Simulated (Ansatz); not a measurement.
# C3H6BFOSi: the cost of one run

All numbers below are computed with Ansatz 0.2.0 (RKS PBE0-D4/6-31G*).

## 1. The system as given

Bond lengths: F1–B2 1.390 Å, B2–C3 1.473 Å, C3–O4 1.493 Å, B2–C5 1.594 Å, O4–C5 1.486 Å, C5–C6 1.308 Å, C6–Si7 1.866 Å, C3–H8 1.098 Å, C3–H9 1.150 Å, C6–H10 1.064 Å, Si7–H11 1.452 Å, Si7–H12 1.468 Å, Si7–H13 1.451 Å. Angles (14 of 22 angles, heavy atoms first): F1–B2–C3 138.7°, F1–B2–C5 138.5°, C3–B2–C5 82.7°, B2–C3–O4 98.1°, C3–O4–C5 85.9°, B2–C5–O4 93.3°, B2–C5–C6 134.3°, O4–C5–C6 132.4°, C5–C6–Si7 120.3°, B2–C3–H8 115.4°, B2–C3–H9 115.4°, O4–C3–H8 107.5°, O4–C3–H9 108.7°, C5–C6–H10 119.2°.

Coordinates:

```xyz
13

F    -3.1021    0.1336    0.6184
B    -1.7372    0.1490    0.8825
C    -0.8358    0.2380    2.0442
O     0.4609    0.1249    1.3139
C    -0.3645    0.0113    0.0838
C    -0.0518   -0.1095   -1.1810
Si    1.7361   -0.2452   -1.6989
H    -0.8923   -0.6020    2.7490
H    -0.8554    1.2400    2.6086
H    -0.8293   -0.1706   -1.9046
H     1.7666   -0.3998   -3.1426
H     2.3503   -1.4050   -1.0403
H     2.3748    1.0004   -1.3181
```

## 2. Relaxing end A

Input file input.yaml:

```yaml
crystal:
  periodic: [false, false, false]
  atoms:
    - { symbol: F, position_ang: [-3.1021, 0.1336, 0.6184] }
    - { symbol: B, position_ang: [-1.7372, 0.149, 0.8825] }
    - { symbol: C, position_ang: [-0.8358, 0.238, 2.0442] }
    - { symbol: O, position_ang: [0.4609, 0.1249, 1.3139] }
    - { symbol: C, position_ang: [-0.3645, 0.0113, 0.0838] }
    - { symbol: C, position_ang: [-0.0518, -0.1095, -1.181] }
    - { symbol: Si, position_ang: [1.7361, -0.2452, -1.6989] }
    - { symbol: H, position_ang: [-0.8923, -0.602, 2.749] }
    - { symbol: H, position_ang: [-0.8554, 1.24, 2.6086] }
    - { symbol: H, position_ang: [-0.8293, -0.1706, -1.9046] }
    - { symbol: H, position_ang: [1.7666, -0.3998, -3.1426] }
    - { symbol: H, position_ang: [2.3503, -1.405, -1.0403] }
    - { symbol: H, position_ang: [2.3748, 1.0004, -1.3181] }
basis:
  gaussian: { orbitals: "6-31G*" }
hamiltonian:
  xc: pbe0
  dispersion: d4
relax:
  f_tol: 0.015
  max_steps: 40
```

The run is started by

```sh
$ ansatz run input.yaml --threads 2 --pin off --max-ram 3072MiB --backend cpu --events-out ev --progress --plain --runs-dir out
```

Q: Estimate wall time and peak memory on 2 threads of Arm Neoverse V1, shared host.

About 45 s, with a peak of 0.3 GiB.
